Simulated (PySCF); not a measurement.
# The bond of BiO−, level by level

One table from this session's results is given with a row withheld; the runs are named, their logs left out.

The runs use PySCF 2.14.0; Bi aug-cc-pVDZ-PP with ECP60, O aug-cc-pVDZ, scalar-relativistic core potentials.

1 further run of the same task is left out (set aside as unsound or not needed).

The first run:

A driver script around PySCF takes these settings:

```
atoms                         : Bi, O
charge                        : -1
basis                         : Bi aug-cc-pVDZ-PP with ECP60, O aug-cc-pVDZ
Hamiltonian                   : scalar-relativistic core potentials
basis functions               : 55
electrons treated             : 32
masses in u                   : 208.9804, 15.9949
levels                        : PBE0, PBE, r²SCAN, B97-3, revPBE, M06, LC-ωPBE, MP2, SCS-MP2, CCSD, CCSD(T)
grid                          : 80 radial by 434 angular points
occupations                   : held fixed by the projection of orbital angular momentum
dissociation limit            : Bi + O−, each in its ground configuration
starting distance in angstrom : 2.160
values of 2S to try           : 0, 2, 4
```

On the command line:

```
> OMP_NUM_THREADS=1 python dia.py task.json out
```

Steps of the session up to this table: Input; First curve: PBE0; Other states along the same grid; PBE (GGA); r²SCAN (meta-GGA); B97-3 (global hybrid GGA); revPBE; M06; LC-ωPBE (range-separated hybrid); Correlated methods on the Hartree–Fock reference.

One of the session's tables, all rows but one given; the rest of the session is left out.

Energy (eV) from each level's lowest point:

| R (Å) | UHF-MP2 | UHF-SCS-MP2 | UHF-CCSD | UHF-CCSD(T) | PBE |
| --- | --- | --- | --- | --- | --- |
| 1.725 | 1.682 | 1.646 | n/a | n/a | 1.670 |
| 1.805 | 0.789 | 0.764 | 0.672 | 0.753 | 0.787 |
| 1.886 | 0.282 | 0.268 | 0.210 | 0.260 | 0.284 |
| 1.946 | 0.083 | 0.077 | 0.048 | 0.073 | 0.085 |
| 2.006 | 0.000 | 0.000 | 0.000 | 0.000 | 0.000 |
| 2.066 | ? | ? | ? | ? | ? |
| 2.146 | 0.168 | 0.168 | 0.184 | 0.125 | 0.096 |
| 2.247 | 0.561 | 0.503 | 0.451 | 0.365 | 0.319 |
| 2.367 | 1.232 | 1.098 | 0.832 | 0.727 | 0.669 |
| 2.528 | 2.132 | 1.919 | n/a | n/a | 1.187 |

Estimate the missing values for R (Å) = 2.066.

Worked estimate for «UHF-MP2». A straight line through the neighbours (2.006, 0.000) and (2.146, 0.168) gives 0.000 + (0.168 − 0.000) × (2.066 − 2.006) / (2.146 − 2.006) = 0.072; a parabola fitted to 4 rows on both sides gives 0.017.

The run gave: UHF-MP2: 0.007; UHF-SCS-MP2: 0.004; UHF-CCSD: 0.038; UHF-CCSD(T): 0.012; PBE: 0.000. In «UHF-MP2» the line misses by +0.065 and the parabola by +0.010.
